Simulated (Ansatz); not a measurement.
# Ga(py)F3 (C5H5F3GaN): the relaxed shape and its frontier levels

What does Ga(py)F3 (C5H5F3GaN) look like as a singlet, and where do its frontier electrons sit?

Computed with Ansatz 0.2.0, Gaussian basis. Level: RKS PBE0-D4/def2-TZVP.

Levels to be run: relaxation at r2SCAN-D4/def2-SVP; a single point at PBE0-D4/def2-TZVP.

2 further runs of the same task are left out: 2 set aside as unsound or not needed.

## 1. Where the work starts

15 atoms, charge 0, spin multiplicity 1.

Atoms are counted from 1 here; the program's logs count them from 0.

Bond lengths: Ga1–N2 2.030 Å, Ga1–F13 1.738 Å, Ga1–F14 1.740 Å, Ga1–F15 1.739 Å, N2–C3 1.329 Å, N2–C7 1.329 Å, C3–C4 1.383 Å, C3–H8 1.083 Å, C4–C5 1.387 Å, C4–H9 1.078 Å, C5–C6 1.387 Å, C5–H10 1.079 Å, C6–C7 1.383 Å, C6–H11 1.078 Å, C7–H12 1.083 Å. Angles: N2–Ga1–F13 100.6°, N2–Ga1–F14 100.7°, N2–Ga1–F15 100.4°, F13–Ga1–F14 115.2°, F13–Ga1–F15 120.3°, F14–Ga1–F15 114.5°, Ga1–N2–C3 120.2°, Ga1–N2–C7 119.5°, C3–N2–C7 120.2°, N2–C3–C4 121.6°, N2–C3–H8 115.9°, C4–C3–H8 122.5°, C3–C4–C5 118.8°, C3–C4–H9 120.1°, C5–C4–H9 121.1°, C4–C5–C6 118.9°, C4–C5–H10 120.5°, C6–C5–H10 120.6° and more.

Coordinates:

```
Ga    0.0104   -0.0098   -2.5718
N     0.0273   -0.0359   -0.5418
C     1.0362    0.5148    0.1254
C     1.0526    0.5603    1.5076
C    -0.0151    0.0168    2.2072
C    -1.0629   -0.5511    1.4966
C    -1.0039   -0.5566    0.1147
H     1.8389    0.9183   -0.4797
H     1.8846    1.0117    2.0239
H    -0.0303    0.0355    3.2863
H    -1.9113   -0.9822    2.0034
H    -1.7866   -0.9847   -0.4996
F     1.7148    0.0609   -2.9061
F    -0.8656    1.4641   -2.8682
F    -0.8892   -1.4621   -2.8979
```

The start is a GFN2-xTB geometry.

## 2. Optimising with r2SCAN-D4/def2-SVP

The input, in.yaml:

```yaml
crystal:
  periodic: [false, false, false]
  atoms:
    - {symbol: Ga, position_ang: [0.010430, -0.009810, -2.571830]}
    - {symbol: N, position_ang: [0.027300, -0.035900, -0.541790]}
    - {symbol: C, position_ang: [1.036190, 0.514800, 0.125430]}
    - {symbol: C, position_ang: [1.052630, 0.560250, 1.507600]}
    - {symbol: C, position_ang: [-0.015120, 0.016780, 2.207180]}
    - {symbol: C, position_ang: [-1.062850, -0.551050, 1.496580]}
    - {symbol: C, position_ang: [-1.003940, -0.556600, 0.114710]}
    - {symbol: H, position_ang: [1.838910, 0.918280, -0.479680]}
    - {symbol: H, position_ang: [1.884640, 1.011660, 2.023920]}
    - {symbol: H, position_ang: [-0.030300, 0.035510, 3.286340]}
    - {symbol: H, position_ang: [-1.911300, -0.982170, 2.003430]}
    - {symbol: H, position_ang: [-1.786570, -0.984650, -0.499630]}
    - {symbol: F, position_ang: [1.714780, 0.060880, -2.906130]}
    - {symbol: F, position_ang: [-0.865580, 1.464130, -2.868220]}
    - {symbol: F, position_ang: [-0.889240, -1.462110, -2.897920]}
basis:
  gaussian: {orbitals: def2-SVP}
hamiltonian: {xc: r2scan, dispersion: d4}
scf: {lower_state_search: "off"}
output: {orbitals: {seedname: orbitals}}
relax: {f_tol: 0.02, max_steps: 100}
```

Launch:

```console
$ ansatz run in.yaml --threads 4 --pin off --events-out ev --progress --plain --max-ram 8704MiB
```

After this run come: Single point, PBE0-D4/def2-TZVP.

**Question.** What will the summary of the whole plan be? Wanted: point group; commonest bond, hydrogen aside; HOMO, LUMO at PBE0-D4/def2-TZVP; dipole at r2SCAN-D4/def2-SVP.

The runs gave:

| quantity | value |
| --- | --- |
| point group | Cs |
| commonest bond, hydrogen aside | C–C, 4 of mean length 1.395 Å |
| HOMO, LUMO at PBE0-D4/def2-TZVP | -9.03, -2.55 eV |
| dipole at r2SCAN-D4/def2-SVP | 8.65 D |

The molecule keeps its bonding pattern by the stored test; the atoms moved 0.06 Å (rms). No usable vibrations, so a minimum isn't proven. The HOMO lies nearest to 4 C atoms about 21 % each and the LUMO to C5 25 %; N2 21 %. The point group is read from a loosely relaxed geometry; soft torsions can leave it below the true symmetry.
